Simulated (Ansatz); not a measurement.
# C₂H₈AlClSi: up Jacob's ladder to CCSD(T)

An exercise on one series of results from a longer session: the logs are not shown, and one member is left open.

Method: functionals in def2-TZVPP, the program's frozen cores in correlated methods; program: Ansatz 0.2.0, Gaussian basis.

Levels to be run: PBE-D4, r2SCAN-D4, PBE0-D4, B3LYP-D4, ωB97X-V, ωB97M-V, B2PLYP; CCSD(T)/def2-TZVPP; MP2/def2-QZVPP; extrapolation to the limit.

### The geometry

The geometry comes from an earlier relaxation with PBE0-D4 in a triple-zeta def2 set; it is a stationary point, not always the lowest conformer.

13 atoms, charge 0, spin multiplicity 1.

Atoms are counted from 1 here; the program's logs count them from 0.

Bond lengths: C1–Si2 1.879 Å, C1–H6 1.092 Å, C1–H7 1.093 Å, C1–H8 1.093 Å, Si2–C3 1.883 Å, Si2–Al4 2.454 Å, Si2–H9 1.498 Å, C3–H10 1.093 Å, C3–H11 1.093 Å, C3–H12 1.092 Å, Al4–Cl5 2.114 Å, Al4–H13 1.586 Å. Angles: Si2–C1–H6 111.0°, Si2–C1–H7 110.7°, Si2–C1–H8 110.9°, H6–C1–H7 108.3°, H6–C1–H8 107.7°, H7–C1–H8 108.1°, C1–Si2–C3 110.9°, C1–Si2–Al4 111.0°, C1–Si2–H9 108.4°, C3–Si2–Al4 112.3°, C3–Si2–H9 107.8°, Al4–Si2–H9 106.3°, Si2–C3–H10 111.2°, Si2–C3–H11 110.3°, Si2–C3–H12 111.4°, H10–C3–H11 107.9°, H10–C3–H12 107.9°, H11–C3–H12 108.0° and more.

Geometry (Å):

```
C    -1.55996   -0.81716    0.10642
Si    0.11579   -0.06214    0.49796
C     1.50361   -1.07121   -0.27719
Al    0.19448    2.29717   -0.17268
Cl   -1.65937    3.25642   -0.50775
H    -2.36640   -0.23626    0.55862
H    -1.62045   -1.84078    0.48517
H    -1.73384   -0.84306   -0.97199
H     0.30929   -0.08351    1.98359
H     1.41075   -1.09905   -1.36565
H     1.47466   -2.10089    0.08906
H     2.48337   -0.65448   -0.03351
H     1.46837    3.22014   -0.37705
```

The first run:

in.yaml

```yaml
crystal:
  periodic: [false, false, false]
  atoms:
    - {symbol: C, position_ang: [-1.559962, -0.817160, 0.106423]}
    - {symbol: Si, position_ang: [0.115794, -0.062141, 0.497963]}
    - {symbol: C, position_ang: [1.503607, -1.071210, -0.277193]}
    - {symbol: Al, position_ang: [0.194475, 2.297174, -0.172683]}
    - {symbol: Cl, position_ang: [-1.659371, 3.256416, -0.507755]}
    - {symbol: H, position_ang: [-2.366399, -0.236258, 0.558616]}
    - {symbol: H, position_ang: [-1.620452, -1.840780, 0.485173]}
    - {symbol: H, position_ang: [-1.733835, -0.843064, -0.971988]}
    - {symbol: H, position_ang: [0.309287, -0.083507, 1.983595]}
    - {symbol: H, position_ang: [1.410753, -1.099052, -1.365649]}
    - {symbol: H, position_ang: [1.474658, -2.100886, 0.089060]}
    - {symbol: H, position_ang: [2.483372, -0.654476, -0.033509]}
    - {symbol: H, position_ang: [1.468372, 3.220143, -0.377052]}
basis:
  gaussian: {orbitals: def2-TZVPP}
hamiltonian: {xc: pbe, dispersion: d4}
output: {forces: true, orbitals: {seedname: orbitals}}
```

Run with:

```bash
$ ansatz run in.yaml --threads 4 --pin off --events-out ev --progress --plain --max-ram 10444MiB
```

Among the steps run: PBE-D4 (GGA); r2SCAN-D4 (meta-GGA); PBE0-D4 (hybrid); B3LYP-D4 (hybrid); ωB97X-V (range-separated); ωB97M-V (range-separated); B2PLYP (double hybrid); CCSD(T) in def2-TZVPP; MP2 in def2-QZVPP.

One table of the session follows, with a row left open; its other results are not shown here.

| method | atomisation energy (kJ/mol) |
| --- | --- |
| PBE-D4 | 4481.3 |
| r2SCAN-D4 | ? |
| PBE0-D4 | 4459.0 |
| B3LYP-D4 | 4450.4 |
| ωB97X-V | 4483.5 |
| ωB97M-V | 4471.8 |
| B2PLYP | 4402.6 |
| HF/def2-TZVPP | 3434.0 |
| MP2/def2-TZVPP | 4386.5 |
| CCSD/def2-TZVPP | 4314.9 |
| CCSD(T)/def2-TZVPP | 4362.8 |
| MP2/CBS | 4491.9 |
| CCSD(T)/CBS | 4468.1 |

**Question.** Estimate the row for r2SCAN-D4.

**Answer.** atomisation energy (kJ/mol): 4480.3. In the column «atomisation energy (kJ/mol)» it lies between ωB97M-V (4471.8) and PBE-D4 (4481.3).

To keep in mind: Free atoms (2 C, 1 Si, 1 Al, 1 Cl, 8 H) were run apart at each level; the atomisation energy is their sum less the molecule, without zero-point or spin-orbit terms.
